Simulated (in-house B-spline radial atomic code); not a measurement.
**Ir⁺: excited configurations**

Aim: the energies of several excited configurations of Ir⁺ above a reference configuration, each from its own self-consistent run.

The numbers are computed with in-house B-spline radial atomic code version 1 (scalar-relativistic (spin-free one-electron X2C) Hartree-Fock, spin-polarised, average of configuration, Fermi nucleus, basis-set limit), except any that are marked as measured or tabulated.

## (1) The system

```
element       : iridium (Z = 77)
charge        : +1
electrons     : 76
configuration : [Xe] 4f14 5d7 6s1
Hamiltonian   : scalar-relativistic (X2C)
nucleus       : Fermi, rms radius 5.403 fm
```

Outer shells as boxes (Hund's rule):

[Xe] 4f14 5d7 6s1
```
[Xe] core
4f [↑↓][↑↓][↑↓][↑↓][↑↓][↑↓][↑↓]
5d [↑↓][↑↓][↑ ][↑ ][↑ ]
6s [↑ ]
```

Where spins are not typed, each open shell is filled with up spins first.

Input settings:

```ini
Z = 77
electrons = 76.0
configuration = [Xe] 4f14 5d7 6s1
hamiltonian = x2c
method = hf
spin_polarised = True
nucleus = fermi
rms_radius = 5.4032
mass_number = 193
atomic_mass = 192.962923753
speed_of_light = 137.035999084
```

This reference run was done before. Its total energy is -17823.865335 hartree, and its levels are (the highest eight at most):

```
orbital  occupation  energy (eV)  <r> (bohr)
5s down           1      -121.49      0.9894
  4f up           7      -90.907      0.5324
4f down           7      -90.425      0.5290
  5p up           3      -78.530       1.151
5p down           3      -72.710       1.134
  5d up           5      -22.249       1.638
5d down           2      -18.775       1.662
  6s up           1      -16.656       2.762
```

## (2) Run with [Xe] 4f14 5d6 6s1 6p1

Input settings:

```ini
Z = 77
electrons = 76.0
configuration = [Xe] 4f14 5d6 6s1 6p1
hamiltonian = x2c
method = hf
spin_polarised = True
nucleus = fermi
rms_radius = 5.4032
mass_number = 193
atomic_mass = 192.962923753
speed_of_light = 137.035999084
```

## (3) Run with [Xe] 4f14 5d6 6s2

Changes to the settings of step 2:

```diff
@@ -2,3 +2,3 @@
 electrons = 76.0
-configuration = [Xe] 4f14 5d6 6s1 6p1
+configuration = [Xe] 4f14 5d6 6s2
 hamiltonian = x2c
```

## (4) [Xe] 4f14 5d7 7f1

Changes to the settings of step 3:

```diff
@@ -2,3 +2,3 @@
 electrons = 76.0
-configuration = [Xe] 4f14 5d6 6s2
+configuration = [Xe] 4f14 5d7 7f1
 hamiltonian = x2c
```

## (5) Run with [Xe] 4f13 5d7 6s1 6d1

Changes to the settings of step 4:

```diff
@@ -2,3 +2,3 @@
 electrons = 76.0
-configuration = [Xe] 4f14 5d7 7f1
+configuration = [Xe] 4f13 5d7 6s1 6d1
 hamiltonian = x2c
```

## (6) Configuration 1s2 2s2 2p6 3s2 3p6 3d10 4s2 4p6 4d10 4f14 5s2 5p3,2 5d4,4 6s0,1

In configurations, two counts after a shell (as in p1,2) give the electrons with spin up and with spin down.

Changes to the settings of step 5:

```diff
@@ -2,3 +2,3 @@
 electrons = 76.0
-configuration = [Xe] 4f13 5d7 6s1 6d1
+configuration = 1s2 2s2 2p6 3s2 3p6 3d10 4s2 4p6 4d10 4f14 5s2 5p3,2 5d4,4 6s0,1
 hamiltonian = x2c
```

## (7) Configuration 1s2 2s2 2p6 3s2 3p6 3d10 4s2 4p6 4d10 4f14 5s2 5p2,3 5d5,2 6s2

Input settings:

```ini
Z = 77
electrons = 76.0
configuration = 1s2 2s2 2p6 3s2 3p6 3d10 4s2 4p6 4d10 4f14 5s2 5p2,3 5d5,2 6s2
hamiltonian = x2c
method = hf
spin_polarised = True
nucleus = fermi
rms_radius = 5.4032
mass_number = 193
atomic_mass = 192.962923753
speed_of_light = 137.035999084
```

Before running: How far above the reference does each configuration lie (order and size, in eV)?

The runs gave:

| net move | configuration | 2|M_S|+1 | energy above the reference (eV) | largest <r> (bohr) |
| --- | --- | --- | --- | --- |
| 5d → 6s | [Xe] 4f14 5d6 6s2 | 5 | 1.899 | 2.86 |
| 5d → 6p | [Xe] 4f14 5d6 6s1 6p1 | 7 | 5.052 | 3.36 |
| 6s → 7f | [Xe] 4f14 5d7 7f1 | 5 | 14.825 | 23.5 |
| 5p → 5d, spins typed | 1s2 2s2 2p6 3s2 3p6 3d10 4s2 4p6 4d10 4f14 5s2 5p3,2 5d4,4 6s0,1 | 1 | 55.501 | 2.80 |
| 5p → 6s, spins typed | 1s2 2s2 2p6 3s2 3p6 3d10 4s2 4p6 4d10 4f14 5s2 5p2,3 5d5,2 6s2 | 3 | 59.760 | 2.77 |
| 4f → 6d | [Xe] 4f13 5d7 6s1 6d1 | 7 | 73.743 | 6.03 |

At the bottom stands 5d → 6s (1.899 eV), at the top 4f → 6d (73.743 eV). Koopmans' estimate of the ionisation threshold is 16.656 eV; 3 configurations exceed it by over 2 % and could autoionise. The reference has 2|M_S|+1 = 5; 4 of the configurations differ from it in spin. These are spherical averages at the typed spins, without correlation, not spectroscopic levels.
